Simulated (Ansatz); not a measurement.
# TiH2Cl2O2 (SMILES [OH][Ti]([OH])([Cl])[Cl]) at 6 levels

Aim: a comparison of 6 runs (HF/3-21G, HF/def2-SVP, B3LYP/6-31G*, B3LYP/def2-SVP, BLYP/def2-SVPD) of TiH2Cl2O2. 

The calculation is run with Ansatz 0.2.0.

2 further runs of the same task are left out: 1 that didn't finish, 1 set aside as unsound or not needed.

**1. The system as given**

TiH2Cl2O2 has 7 atoms, charge 0, and is taken as a singlet. As SMILES, `[OH][Ti]([OH])([Cl])[Cl]`. The coordinates come from a PBE0-D4/def2-TZVP relaxation. This is one conformer, not always the lowest.

Bond lengths: O1–Ti2 1.759 Å, Ti2–O3 1.768 Å, Ti2–Cl4 2.199 Å, Ti2–Cl5 2.199 Å, O1–H6 0.958 Å, O3–H7 0.959 Å. Angles: O1–Ti2–O3 109.1°, O1–Ti2–Cl4 109.1°, O1–Ti2–Cl5 109.1°, O3–Ti2–Cl4 110.2°, O3–Ti2–Cl5 110.2°, Cl4–Ti2–Cl5 109.0°, Ti2–O1–H6 142.0°, Ti2–O3–H7 133.7°.

**2. Energy and gradient at HF/3-21G (run 1)**

File molecule.yaml:

```yaml
basis:
  gaussian:
    orbitals: 3-21G-spherical.json
crystal:
  periodic: [false, false, false]
  atoms:
    - {symbol: O, position_ang: [-1.057200, 0.222800, 0.982600]}
    - {symbol: Ti, position_ang: [0.074700, 0.089100, -0.356900]}
    - {symbol: O, position_ang: [1.448000, -0.906000, 0.142800]}
    - {symbol: Cl, position_ang: [-0.945800, -0.831500, -2.073500]}
    - {symbol: Cl, position_ang: [0.760400, 2.100200, -0.923900]}
    - {symbol: H, position_ang: [-1.896700, 0.614400, 1.225700]}
    - {symbol: H, position_ang: [1.677900, -1.356900, 0.957600]}
hamiltonian:
  xc: hf
accuracy: high
output: {forces: true, orbitals: {seedname: orbitals}}
```

The basis set 3-21G is read from a file made from the Basis Set Exchange's data (not shown).

Command:

```bash
ansatz run molecule.yaml --threads 1 --pin off --max-ram 2610MiB --events-out events.jsonl --progress --plain --runs-dir runs
```

Log:

```text
Warning: RAYON_NUM_THREADS=1 ignored (pool sized by the plan → 1); use --threads N
Functional definition: HF
  name "HF"
  exchange = exact_x
  correlation = 0
1619 factors; integrals over basis functions are off by at most 6.0e-9 eV
mean field evaluation 1: about -51941.2205 eV, gradient 6.1e1 eV
mean field evaluation 2: about -51941.4190 eV, gradient 6.2e1 eV
mean field evaluation 4: about -51951.0195 eV, gradient 5.9e0 eV
mean field evaluation 8: about -51951.1343 eV, gradient 7.5e-1 eV
mean field evaluation 16: about -51951.1371 eV, gradient 2.7e-6 eV
mean field -51951.13708305 eV, -1909.1690740565 hartree, gradient 5.1e-8 eV, S^2 0.000000; 0 other end points of the search recorded, 0 dependent functions left out
the calculation of the forces begins
reference -51951.13708305 eV, -1909.1690740565 hartree; 37, 37 occupied and 38, 38 virtual orbitals, 1619 factors
Total energy: -51951.13708305 eV, -1909.1690740565 hartree
Atom 0 at    -1.057200     0.222800     0.982600 Å, force     0.934100     0.066391    -1.559976 eV/Å
Atom 1 at     0.074700     0.089100    -0.356900 Å, force     0.725017    -1.287326     2.211715 eV/Å
Atom 2 at     1.448000    -0.906000     0.142800 Å, force    -1.636930     1.069489    -0.294553 eV/Å
Atom 3 at    -0.945800    -0.831500    -2.073500 Å, force    -0.464402    -0.372651    -0.671066 eV/Å
Atom 4 at     0.760400     2.100200    -0.923900 Å, force     0.241942     0.840070    -0.194828 eV/Å
Atom 5 at    -1.896700     0.614400     1.225700 Å, force    -0.210563    -0.033536     0.399470 eV/Å
Atom 6 at     1.677900    -1.356900     0.957600 Å, force     0.410835    -0.282436     0.109237 eV/Å
Dipole moment:    -0.219052    -0.266984     1.005995 e Å
```

Run time: 11 s. Hardware: 1 thread of Intel Xeon at 2.50GHz (Skylake/Cascade Lake), shared host; peak memory 0.23 GiB.

**3. Energy and gradient at HF/def2-SVP (run 2)**

File input.yaml:

```yaml
basis:
  gaussian: {orbitals: def2-SVP}
crystal:
  periodic: [false, false, false]
  atoms:
    - {symbol: O, position_ang: [-1.057200, 0.222800, 0.982600]}
    - {symbol: Ti, position_ang: [0.074700, 0.089100, -0.356900]}
    - {symbol: O, position_ang: [1.448000, -0.906000, 0.142800]}
    - {symbol: Cl, position_ang: [-0.945800, -0.831500, -2.073500]}
    - {symbol: Cl, position_ang: [0.760400, 2.100200, -0.923900]}
    - {symbol: H, position_ang: [-1.896700, 0.614400, 1.225700]}
    - {symbol: H, position_ang: [1.677900, -1.356900, 0.957600]}
hamiltonian: {xc: hf}
accuracy: high
output: {forces: true, orbitals: {seedname: orbitals}}
```

Command:

```bash
ansatz run input.yaml --threads 1 --pin off --max-ram 2610MiB --events-out events.jsonl --progress --plain --runs-dir runs
```

Log, shortened:

```text
Warning: RAYON_NUM_THREADS=1 ignored (pool sized by the plan → 1); use --threads N
[... 2 set-up lines as earlier in the session ...]
[...]
2284 factors; integrals over basis functions are off by at most 1.0e-8 eV
[...]
mean field -52191.35311086 eV, -1917.9968502545 hartree, gradient 1.2e-8 eV, S^2 0.000000; 0 other end points of the search recorded, 0 dependent functions left out
[...]
reference -52191.35311086 eV, -1917.9968502545 hartree; 37, 37 occupied and 68, 68 virtual orbitals, 2284 factors
Total energy: -52191.35311086 eV, -1917.9968502545 hartree
Atom 0 at    -1.057200     0.222800     0.982600 Å, force    -0.107270     0.252660    -0.489960 eV/Å
Atom 1 at     0.074700     0.089100    -0.356900 Å, force     0.243418    -0.563252     1.080187 eV/Å
Atom 2 at     1.448000    -0.906000     0.142800 Å, force    -0.597901     0.160737     0.483825 eV/Å
Atom 3 at    -0.945800    -0.831500    -2.073500 Å, force    -0.132701    -0.117667    -0.203669 eV/Å
Atom 4 at     0.760400     2.100200    -0.923900 Å, force     0.081103     0.249059    -0.059096 eV/Å
Atom 5 at    -1.896700     0.614400     1.225700 Å, force     0.630762    -0.311028    -0.139195 eV/Å
Atom 6 at     1.677900    -1.356900     0.957600 Å, force    -0.117410     0.329491    -0.672091 eV/Å
Dipole moment:    -0.208930    -0.144607     0.678702 e Å
```

It took 24 s on 1 thread of Intel Xeon at 2.50GHz (Skylake/Cascade Lake), shared host; peak memory 0.39 GiB.

Runs 3 to 5 aren't shown in full; the table further down has their settings and results.

**4. Energy and forces at BLYP/def2-SVPD (run 6)**

molecule.yaml, as its differences from that of step 2:

```diff
@@ -1,4 +1 @@
-basis:
-  gaussian:
-    orbitals: 3-21G-spherical.json
 crystal:
@@ -13,4 +10,7 @@
     - {symbol: H, position_ang: [1.677900, -1.356900, 0.957600]}
+basis:
+  gaussian:
+    orbitals: def2-SVPD
 hamiltonian:
-  xc: hf
+  xc: {name: BLYP}
 accuracy: high
```

Command:

```bash
ansatz run molecule.yaml --threads 1 --pin off --max-ram 2610MiB --events-out events.jsonl --progress --plain --runs-dir runs
```

Log, shortened:

```text
Warning: RAYON_NUM_THREADS=1 ignored (pool sized by the plan → 1); use --threads N
Functional definition: BLYP
  name "BLYP"
[...]
3032 factors; integrals over basis functions are off by at most 4.0e-9 eV
[...]
mean field -52281.47228542 eV, -1921.3086688346 hartree, gradient 2.0e-8 eV, S^2 0.000000; 0 other end points of the search recorded, 0 dependent functions left out
[...]
reference -52281.47234190 eV, -1921.3086709100 hartree; 37, 37 occupied and 113, 113 virtual orbitals, 3032 factors
Total energy: -52281.47234190 eV, -1921.3086709100 hartree
Atom 0 at    -1.057200     0.222800     0.982600 Å, force    -0.002909    -0.171269     0.443333 eV/Å
Atom 1 at     0.074700     0.089100    -0.356900 Å, force     0.007379     0.142984    -0.372495 eV/Å
Atom 2 at     1.448000    -0.906000     0.142800 Å, force     0.476775    -0.162450    -0.296416 eV/Å
Atom 3 at    -0.945800    -0.831500    -2.073500 Å, force    -0.303575    -0.286659    -0.511661 eV/Å
Atom 4 at     0.760400     2.100200    -0.923900 Å, force     0.213768     0.601846    -0.162449 eV/Å
Atom 5 at    -1.896700     0.614400     1.225700 Å, force    -0.651352     0.268535     0.279521 eV/Å
Atom 6 at     1.677900    -1.356900     0.957600 Å, force     0.259914    -0.392986     0.620167 eV/Å
Dipole moment:    -0.166706    -0.151882     0.634494 e Å
```

It took 67 s on 1 thread of Intel Xeon at 2.50GHz (Skylake/Cascade Lake), shared host; peak memory 0.6 GiB.

**5. All runs side by side**

| run | level | Cartesian functions | energy (Eh) | dipole moment (D) | HOMO energy (eV) | LUMO energy (eV) | wall time |
| --- | --- | --- | --- | --- | --- | --- | --- |
| 1 | HF/3-21G | no | -1909.169074 | 5.11 | -12.41 | 0.73 | 11 s |
| 2 | HF/def2-SVP | no | -1917.996850 | 3.48 | -12.15 | 1.16 | 24 s |
| 3 | B3LYP/6-31G* (spherical functions) | no | -1921.694277 | 3.86 | -8.58 | -2.98 | 55 s |
| 4 | B3LYP/def2-SVP | no | -1921.297386 | 3.40 | -8.34 | -2.78 | 41 s |
| 5 | B3LYP/6-31G* (Cartesian functions) | yes | -1921.708526 | 3.81 | -8.56 | -2.92 | 52 s |
| 6 | BLYP/def2-SVPD | no | -1921.308671 | 3.23 | -7.50 | -3.73 | 67 s |

**6. Outcome**

| quantity | value |
| --- | --- |
| run 6: total energy | -1921.30867 Eh |
| run 6: dipole moment | 3.23 D |
| run 6: HOMO energy | -7.50 eV |
| run 6: LUMO energy | -3.73 eV |
| run 6: HOMO–LUMO gap | 3.77 eV |
| run 6: largest force on an atom | 0.779 eV/Å |

In words: The dipole moment (its size) runs from 3.23 D (BLYP/def2-SVPD) to 5.11 D (HF/3-21G). The two ends differ in method and basis. The HOMO–LUMO gap runs from 3.77 eV (BLYP/def2-SVPD) to 13.31 eV (HF/def2-SVP). Totals of different functionals can't be ranked against each other. All runs together took 4.2 min, the longest 67 s.
